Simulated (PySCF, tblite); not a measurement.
# C11H7FO: NMR shifts, part 2 of 2

tblite 0.8.0 and PySCF 2.14.0. Atoms count from 0. The steps go on from the part before.

## 5. NMR shifts: GIAO KT3/pcSseg-2

What the job is given:

```
{"job": {"kind": "nmr", "xc": "KT3", "basis": "pcSseg-2", "pop": false}, "charge": 0, "multiplicity": 1}
O      3.830566    -0.713207    -1.491365
C      3.425964     0.042186    -0.670336
F      4.272172     0.865506    -0.030007
C      2.030989     0.213603    -0.218903
C      1.675570     1.166090     0.771131
C      0.366371     1.289465     1.162680
C     -0.648875     0.476951     0.592696
C     -2.008339     0.581443     0.980629
C     -2.965832    -0.222239     0.406514
C     -2.611562    -1.168584    -0.583668
C     -1.302210    -1.294976    -0.981531
C     -0.289975    -0.481487    -0.407413
C      1.064601    -0.589603    -0.793871
H      2.452663     1.790708     1.212721
H      0.087920     2.020560     1.925543
H     -2.283451     1.312164     1.745252
H     -4.009835    -0.131432     0.715421
H     -3.384036    -1.798445    -1.030477
H     -1.020661    -2.023427    -1.745963
H      1.362360    -1.313804    -1.555884
```

Method: GIAO KT3/pcSseg-2 NMR shielding, non-relativistic, gas phase.

Log:

```text
nearly dependent basis: matrix products in double precision
start: PBE on a coarse grid of 17660 points
cycle   1  E = -597.7722070834  dE =  2.075e+00  |g| = 1.075e+00  |ddm| = 3.966e+00
cycle   2  E = -596.6662478899  dE =  1.106e+00  |g| = 2.559e+00  |ddm| = 6.117e+00
cycle   3  E = -597.9248266794  dE = -1.259e+00  |g| = 6.106e-01  |ddm| = 5.434e+00
cycle   4  E = -597.9978859884  dE = -7.306e-02  |g| = 1.683e-01  |ddm| = 8.036e-01
cycle   5  E = -598.0011533587  dE = -3.267e-03  |g| = 8.260e-02  |ddm| = 1.902e-01
cycle   6  E = -598.0025160645  dE = -1.363e-03  |g| = 2.252e-02  |ddm| = 9.194e-02
cycle   7  E = -598.0026106723  dE = -9.461e-05  |g| = 1.193e-02  |ddm| = 3.038e-02
cycle   8  E = -598.0026488612  dE = -3.819e-05  |g| = 3.755e-03  |ddm| = 1.270e-02
final grid: 168865 points
cycle   9  E = -607.8954205177  dE = -4.243e-02  |g| = 2.113e-01  |ddm| = 6.269e+00
cycle  10  E = -607.8724392429  dE =  2.298e-02  |g| = 4.221e-01  |ddm| = 7.630e-01
cycle  11  E = -607.9014896199  dE = -2.905e-02  |g| = 6.327e-02  |ddm| = 5.105e-01
cycle  12  E = -607.9022514774  dE = -7.619e-04  |g| = 2.014e-02  |ddm| = 7.605e-02
cycle  13  E = -607.9023234101  dE = -7.193e-05  |g| = 5.856e-03  |ddm| = 2.528e-02
cycle  14  E = -607.9023310549  dE = -7.645e-06  |g| = 1.946e-03  |ddm| = 1.020e-02
cycle  15  E = -607.9023319960  dE = -9.411e-07  |g| = 5.565e-04  |ddm| = 2.045e-03
cycle  16  E = -607.9023320744  dE = -7.846e-08  |g| = 2.805e-04  |ddm| = 1.081e-03
cycle  17  E = -607.9023320955  dE = -2.111e-08  |g| = 5.977e-05  |ddm| = 2.785e-04
converged SCF energy = -607.9023320955

GIAO shielding tensors (ppm)
atom      isotropic    diamagn.    paramagn.     s11        s22        s33       span
  0 O      -53.207     398.711    -451.918   -279.781   -148.145    268.306    548.088
  1 C       23.807     247.321    -223.514    -72.297     39.499    104.219    176.516
  2 F      153.920     470.342    -316.421    -56.381    250.082    268.060    324.441
  3 C       60.327     266.516    -206.189    -23.818     52.622    152.176    175.994
  4 C       57.605     259.325    -201.720    -36.719     40.865    168.671    205.390
  5 C       54.851     262.486    -207.635    -37.058     48.576    153.035    190.092
  6 C       47.742     266.312    -218.571    -22.244    -18.398    183.868    206.112
  7 C       55.055     261.678    -206.623    -38.650     49.100    154.715    193.365
  8 C       54.129     256.192    -202.062    -48.055     42.990    167.452    215.507
  9 C       56.453     256.959    -200.506    -45.159     46.694    167.826    212.985
 10 C       52.665     262.119    -209.454    -42.695     46.323    154.366    197.061
 11 C       51.023     266.855    -215.832    -17.367    -13.737    184.173    201.540
 12 C       47.709     266.002    -218.294    -45.166     31.882    156.410    201.576
 13 H       23.315      29.333      -6.017     18.454     23.256     28.237      9.783
 14 H       23.515      31.919      -8.404     18.792     23.720     28.035      9.243
 15 H       23.477      30.959      -7.482     18.912     23.530     27.989      9.077
 16 H       23.712      25.617      -1.905     19.735     24.309     27.092      7.357
 17 H       23.762      26.436      -2.674     19.759     24.413     27.112      7.354
 18 H       23.359      32.649      -9.290     18.747     23.300     28.031      9.285
 19 H       22.505      35.533     -13.027     17.467     21.755     28.294     10.826
```

Run time: 35 s. Hardware: 2 threads of Arm Neoverse V2, shared host; peak memory 1.2 GiB.

## 6. NMR shifts: GIAO PBE0/pcSseg-1 in chloroform

Settings changed since step 5:

```diff
@@ -1,2 +1,2 @@
-{"job": {"kind": "nmr", "xc": "KT3", "basis": "pcSseg-2", "pop": false}, "charge": 0, "multiplicity": 1}
+{"job": {"kind": "nmr", "xc": "PBE0", "basis": "pcSseg-1", "pop": false, "solvent": "chloroform"}, "charge": 0, "multiplicity": 1}
 O      3.830566    -0.713207    -1.491365
```

Level: GIAO PBE0/pcSseg-1 NMR shielding, non-relativistic, IEF-PCM chloroform.

Log:

```text
start: PBE on a coarse grid of 17660 points
cycle   1  E = -597.3982075180  dE =  2.078e+00  |g| = 1.012e+00  |ddm| = 4.966e+00
cycle   2  E = -596.5257836315  dE =  8.724e-01  |g| = 2.316e+00  |ddm| = 3.154e+00
cycle   3  E = -597.5523121461  dE = -1.027e+00  |g| = 4.989e-01  |ddm| = 2.531e+00
cycle   4  E = -597.6004520967  dE = -4.814e-02  |g| = 1.355e-01  |ddm| = 5.664e-01
cycle   5  E = -597.6025574239  dE = -2.105e-03  |g| = 6.553e-02  |ddm| = 1.421e-01
cycle   6  E = -597.6034054096  dE = -8.480e-04  |g| = 1.498e-02  |ddm| = 7.840e-02
cycle   7  E = -597.6034449304  dE = -3.952e-05  |g| = 5.836e-03  |ddm| = 1.907e-02
final grid: 168865 points
cycle   8  E = -597.7478256439  dE = -7.437e-03  |g| = 7.006e-02  |ddm| = 5.414e-01
cycle   9  E = -597.7465832624  dE =  1.242e-03  |g| = 1.098e-01  |ddm| = 1.335e-01
cycle  10  E = -597.7488125368  dE = -2.229e-03  |g| = 1.618e-02  |ddm| = 9.273e-02
cycle  11  E = -597.7488606365  dE = -4.810e-05  |g| = 5.180e-03  |ddm| = 1.821e-02
cycle  12  E = -597.7488638822  dE = -3.246e-06  |g| = 1.260e-03  |ddm| = 4.932e-03
cycle  13  E = -597.7488651127  dE = -1.231e-06  |g| = 3.050e-04  |ddm| = 1.376e-03
cycle  14  E = -597.7488625542  dE =  2.558e-06  |g| = 1.333e-04  |ddm| = 4.472e-04
cycle  15  E = -597.7488652618  dE = -2.708e-06  |g| = 2.869e-05  |ddm| = 1.899e-04
converged SCF energy = -597.7488652618

GIAO shielding tensors (ppm)
atom      isotropic    diamagn.    paramagn.     s11        s22        s33       span
  0 O      -65.222     404.110    -469.332   -306.268   -168.862    279.464    585.732
  1 C       19.145     249.234    -230.090    -87.601     43.678    101.357    188.958
  2 F      163.751     475.477    -311.726    -58.448    256.411    293.290    351.739
  3 C       58.845     264.512    -205.667    -32.260     52.049    156.745    189.005
  4 C       53.084     248.986    -195.902    -48.471     31.794    175.929    224.400
  5 C       49.936     250.209    -200.273    -49.476     37.540    161.744    211.219
  6 C       44.349     255.593    -211.245    -30.819    -27.175    191.040    221.859
  7 C       50.454     247.902    -197.449    -50.840     39.043    163.158    213.998
  8 C       47.698     254.145    -206.447    -62.830     30.253    175.671    238.501
  9 C       50.851     254.349    -203.498    -58.806     35.334    176.026    234.832
 10 C       47.713     248.191    -200.478    -55.468     35.990    162.617    218.085
 11 C       49.011     255.820    -206.809    -23.125    -21.294    191.452    214.577
 12 C       41.608     250.427    -208.819    -59.517     21.131    163.210    222.727
 13 H       22.944      30.562      -7.618     17.654     23.536     27.642      9.988
 14 H       22.986      31.458      -8.472     17.788     23.888     27.282      9.494
 15 H       22.989      31.053      -8.065     17.962     23.649     27.355      9.393
 16 H       23.165      28.421      -5.256     18.949     24.132     26.413      7.464
 17 H       23.245      28.832      -5.587     18.983     24.261     26.491      7.508
 18 H       22.852      31.708      -8.856     17.694     23.374     27.488      9.794
 19 H       22.112      34.190     -12.078     16.446     21.921     27.969     11.524
```

It took 12 s on 2 threads of Arm Neoverse V2, shared host; peak memory 0.93 GiB.

## 7. Summary of results

What follows sums up all 2 parts.

| quantity | value |
| --- | --- |
| point group | Cs |
| rotational constants (main isotopes) | 2.24, 0.47, 0.39 GHz |
| 13C shifts against TMS (PBE0/pcSseg-2) | 167.8, 147.0, 146.1, 141.9, 140.6, 139.2, 137.8, 137.8, 136.3, 135.4, 131.8 ppm |
| 1H shifts against TMS (PBE0/pcSseg-2) | 9.26, 8.35, 8.35, 8.21, 8.17, 7.96, 7.90 ppm |
| 17O shifts against H2O (PBE0/pcSseg-2) | 411.4 ppm |
| 19F shifts against CFCl3 (PBE0/pcSseg-2) | 15.4 ppm |
| measured, and computed on the same scale | F2 δ 18.1, 15.4 ppm |

What this shows: Relaxing lowered the energy by 0.054 eV in 8 steps; the close pair that moved most is C1–F2, from 1.371 to 1.343 Å (PBE0/def2-SVP). No frequency check was run at this level, so the end point may be a saddle. At PBE0/pcSseg-2: The largest span, 620 ppm, is at O0, where the paramagnetic term is -481 ppm. The one measured 19F shift is missed by -2.7 ppm (computed less measured, unscaled). Vibration, temperature and solvent are missing from the calculation, and it holds one conformer, so part of the miss against the measured shifts is not the functional's. NICS(1)zz of -28 ppm above the planar ring from C3 marks a diatropic (aromatic) ring current. NICS(1)zz of -29 ppm above the planar ring from C6 marks a diatropic (aromatic) ring current.
